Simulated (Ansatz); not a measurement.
# AlBH₆OSi, SMILES [BH2][AlH][SiH2]O: a single point in a Gaussian basis

Program: the Ansatz DFT code, driven from Python.

The script reads `albh6osi.xyz`:
```text
10

B    -1.29300    1.53770   -0.82210
Al   -0.13700    0.90420    0.69600
Si    0.68280   -1.29230    0.61440
O     1.72930   -1.49110   -0.79630
H    -1.60270    0.85870   -1.75260
H    -1.76650    2.70010   -0.81090
H     0.26230    1.87440    1.91830
H    -0.36430   -2.23170    0.61590
H     1.56040   -1.51300    1.85330
H     1.01170   -1.39820   -1.51300
```

Typed at the interpreter:
```pycon
>>> import json
>>> import ansatz
>>> import numpy as np
>>> config = {
...     "basis": "def2-SVPD",
...     "functional": "R2SCAN0",
... }
>>> mol = ansatz.Crystal.molecule_from_extxyz("albh6osi.xyz")
>>> calculation = (
...     mol.calculation()
...     .basis(gaussian=config["basis"])
...     .functional(config["functional"])
...     .forces()
... )
>>> trace = []
>>> res = calculation.session().plan().execute(on_event=trace.append)

>>> r = res.report
>>> r["free_energy_ev"]
-17283.795481091653
>>> r["converged"], r["free_energy_ev"]
(True, -17283.795481091653)
>>> r["mean_field"]["state"]["spin_squared"]
-3.552713678800501e-14
>>> for event in trace:
...     if event["event"] == "mean_field_evaluation" and event["data"]["evaluation"] <= 25:
...         print("pass {evaluation:3d}  E = {energy_ev:.6f} eV  gradient {gradient_ev:.1e}".format(**event["data"]))
...
pass   1  E = -17279.383065 eV  gradient 4.7e+01
pass   2  E = -17262.071129 eV  gradient 1.0e+02
pass   3  E = -17283.435585 eV  gradient 8.3e+00
pass   4  E = -17283.643409 eV  gradient 2.5e+00
pass   5  E = -17283.665963 eV  gradient 4.5e-01
pass   6  E = -17283.667330 eV  gradient 1.1e-01
pass   7  E = -17283.668202 eV  gradient 1.1e-01
pass   8  E = -17283.668249 eV  gradient 1.8e-02
pass   9  E = -17283.795430 eV  gradient 1.4e-01
pass  10  E = -17283.795465 eV  gradient 2.0e-02
pass  11  E = -17283.795466 eV  gradient 7.3e-03
pass  12  E = -17283.795466 eV  gradient 1.3e-03
pass  13  E = -17283.795466 eV  gradient 1.3e-03
pass  14  E = -17283.795466 eV  gradient 3.0e-04
pass  15  E = -17283.795466 eV  gradient 1.1e-04
pass  16  E = -17283.795466 eV  gradient 2.8e-05
pass  17  E = -17283.795466 eV  gradient 2.8e-05
>>> print(f"E = {r['free_energy_ev']:.6f} eV = {r['free_energy_ev'] / 27.211386246:.7f} Ha")
E = -17283.795481 eV = -635.1677686 Ha
>>> print("converged:", r["converged"], " doubts:", r["published_state_doubts"] or "none")
converged: True  doubts: none
>>> field = r["mean_field"]
>>> print("<S^2> =", round(abs(field["state"]["spin_squared"]), 4), " all-electron relativity setting:", field["relativity"])
<S^2> = 0.0  all-electron relativity setting: none
>>> print("passes:", field["passes"])
passes: {'evaluations': 15, 'products': 13}
>>> if "symmetry" in field:
...     print("occupied orbitals by irrep:", field["symmetry"]["occupied"])
...
occupied orbitals by irrep: [{'A': 23}, {'A': 23}]
>>> symbols = [site.symbol for site in mol.cartesian_sites]
>>> print("forces (eV/A)")
forces (eV/A)
>>> for symbol, f in zip(symbols, r["forces_ev_ang"]):
...     print(f"  {symbol:2s} {f[0]:9.4f} {f[1]:9.4f} {f[2]:9.4f}")
...
  B    -1.4364    1.8868   -1.0731
  Al    0.8092    0.6477    1.4903
  Si    3.2161    0.2891    0.3410
  O    -3.3276    0.4123   -0.5348
  H    -0.1090   -0.0715   -0.3024
  H     0.2870   -0.9817   -0.1865
  H    -0.0733   -0.1707   -0.1606
  H    -1.2541   -1.4775   -0.0847
  H    -0.3316   -0.2079   -0.6719
  H     2.2196   -0.3267    1.1827
>>> charges = r["charge_distribution"]
>>> print("dipole moment", round(4.803205 * float(np.linalg.norm(charges["dipole_moment_e_ang"])), 3), "D")
dipole moment 2.257 D
>>> print("Mulliken:", [(s, round(q, 3)) for s, q in zip(symbols, charges["mulliken_charges_e"])])
Mulliken: [('B', -0.744), ('Al', 0.808), ('Si', -0.103), ('O', -0.823), ('H', 0.278), ('H', 0.19), ('H', -0.147), ('H', 0.138), ('H', 0.093), ('H', 0.311)]
>>> with open("albh6osi.json", "w") as handle:
...     json.dump({k: r[k] for k in ("free_energy_ev", "reference_energy_ev", "n_occupied", "n_virtual")}, handle, indent=1)
...
```

It writes `albh6osi.json`:
```json
{
 "free_energy_ev": -17283.795481091653,
 "reference_energy_ev": -17283.795481091653,
 "n_occupied": [
  23,
  23
 ],
 "n_virtual": [
  116,
  116
 ]
}
```

Notes:
- Total energies depend on the basis set; only differences at equal settings carry meaning.
- The geometry is a force-field or estimated start, not a minimum of this method, and the basis set is short of its limit.
- Mulliken charges are unreliable in a basis with diffuse functions.
- Early passes use coarser integrals and grids, so their energies can't be compared with the last.
- The whole script took 12 s on 1 thread of Arm Neoverse V2, with other jobs on the host, peak memory 0.38 GiB.

(Lines on the test bed's own set-up are left out of the output.)
